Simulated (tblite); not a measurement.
# C6H9BF2Se: the cost of one run

Computed with tblite 0.8.0 and PySCF 2.14.0, with density-fitted response routines of our own, on a single molecule in the gas phase. Atoms count from 0, in the outputs and in this text.

### Step 1. The starting structure

19 atoms, charge 0, multiplicity 1; geometry from: force field or distance geometry start.

Bonds of the start (Å): F0–B1 1.46, B1–F2 1.47, B1–C3 1.57, C3–Se4 1.96, Se4–C5 1.95, C5–C6 1.51, C6–C7 1.49, C7–C8 1.53, C8–C9 1.51, C8–C3 1.50, C9–C6 1.51, C3–H10 1.11, C5–H11 1.11, C5–H12 1.11, C6–H13 1.10, C7–H14 1.11, C7–H15 1.10, C8–H16 1.10, C9–H17 1.10, C9–H18 1.11.

### Step 2. Geometry optimisation with GFN2-xTB

Job settings and geometry (Å):

```
{"job": {"kind": "relax", "xc": "GFN2-xTB", "basis": "xTB"}, "charge": 0, "multiplicity": 1}
F      3.887300     0.032000    -0.709700
B      2.645500    -0.614000    -0.292000
F      2.816900    -1.576600     0.807900
C      1.341900     0.260800    -0.362000
Se     0.820500     0.974100     1.386000
C     -1.130700     0.883700     1.449200
C     -1.584000     0.072000     0.257100
C     -0.945300     0.581400    -0.994000
C      0.150600    -0.481600    -0.892800
C     -0.694700    -1.140400     0.168100
H      1.532900     1.121700    -1.033600
H     -1.420400     0.433100     2.417500
H     -1.509700     1.922400     1.326700
H     -2.662200    -0.110600     0.186000
H     -0.550400     1.610000    -0.847200
H     -1.540300     0.498500    -1.913900
H      0.294500    -1.060500    -1.811100
H     -0.187000    -1.412600     1.104300
H     -1.274900    -1.984300    -0.254000
```

Command:

```console
> OMP_NUM_THREADS=1 python probes_run.py task.json out
```

One launch serves the whole session: the jobs run in the order shown.

**Question.** How long does this first job take on 1 thread of Intel Xeon at 2.50GHz, shared host, and how much memory does it need?

About 3 s, with a peak of 0.18 GiB.
